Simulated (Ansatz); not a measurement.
# CH7AlOSi: basis-set convergence

One table from this session's results is given with a row withheld; the runs are named, their logs left out.

Method: one geometry, several basis sets; program: Ansatz 0.2.0, Gaussian basis.

Plan: PBE0-D4/def2-SVP; ωB97M-V/def2-SVP; PBE0-D4/def2-QZVPP; ωB97M-V/def2-QZVPP; the functionals' def2-TZVPP values are taken from earlier runs.

## The relaxed structure

The geometry comes from an earlier relaxation with PBE0-D4 in a triple-zeta def2 set; it is a stationary point, not always the lowest conformer.

11 atoms, charge 0, spin multiplicity 1.

Atoms are counted from 1 here; the program's logs count them from 0.

Bond lengths: C1–Al2 1.942 Å, C1–H5 1.093 Å, C1–H6 1.096 Å, C1–H7 1.094 Å, Al2–O3 1.688 Å, Al2–H8 1.582 Å, O3–Si4 1.621 Å, Si4–H9 1.488 Å, Si4–H10 1.489 Å, Si4–H11 1.488 Å. Angles: Al2–C1–H5 112.4°, Al2–C1–H6 110.3°, Al2–C1–H7 111.7°, H5–C1–H6 107.2°, H5–C1–H7 108.4°, H6–C1–H7 106.6°, C1–Al2–O3 119.8°, C1–Al2–H8 124.0°, O3–Al2–H8 116.2°, Al2–O3–Si4 169.7°, O3–Si4–H9 110.1°, O3–Si4–H10 110.8°, O3–Si4–H11 110.2°, H9–Si4–H10 108.4°, H9–Si4–H11 108.8°, H10–Si4–H11 108.4°.

Set-up of the first run:

in.yaml reads:

```yaml
crystal:
  periodic: [false, false, false]
  atoms:
    - {symbol: C, position_ang: [-1.516076, 1.536831, -0.427415]}
    - {symbol: Al, position_ang: [-1.148244, -0.171860, 0.419404]}
    - {symbol: O, position_ang: [0.407464, -0.823265, 0.350362]}
    - {symbol: Si, position_ang: [1.960747, -1.220806, 0.113427]}
    - {symbol: H, position_ang: [-0.796592, 1.774165, -1.214920]}
    - {symbol: H, position_ang: [-1.466963, 2.345397, 0.310861]}
    - {symbol: H, position_ang: [-2.521602, 1.566497, -0.857005]}
    - {symbol: H, position_ang: [-2.226467, -1.018124, 1.209736]}
    - {symbol: H, position_ang: [2.731514, -1.046571, 1.374007]}
    - {symbol: H, position_ang: [2.573531, -0.359905, -0.936308]}
    - {symbol: H, position_ang: [2.068088, -2.639359, -0.321451]}
basis:
  gaussian: {orbitals: def2-SVP}
hamiltonian: {xc: pbe0, dispersion: d4}
output: {orbitals: {seedname: orbitals}}
```

Among the steps run: PBE0-D4 in def2-SVP; ωB97M-V in def2-SVP; PBE0-D4 in def2-QZVPP; ωB97M-V in def2-QZVPP.

One table of the session follows, with a row left open; its other results are not shown here.

It belongs to the step «Functionals by basis». 

| functional | basis | HOMO (eV) |
| --- | --- | --- |
| PBE0-D4 | def2-SVP | -7.86 |
| PBE0-D4 | def2-TZVPP | ? |
| PBE0-D4 | def2-QZVPP | -7.94 |
| ωB97M-V | def2-SVP | -10.06 |
| ωB97M-V | def2-TZVPP | -10.16 |
| ωB97M-V | def2-QZVPP | -10.17 |

Estimate the missing values for PBE0-D4, def2-TZVPP.

The run gave: HOMO (eV): -7.93. In the column «HOMO (eV)» it lies between PBE0-D4, def2-QZVPP (-7.94) and PBE0-D4, def2-SVP (-7.86).
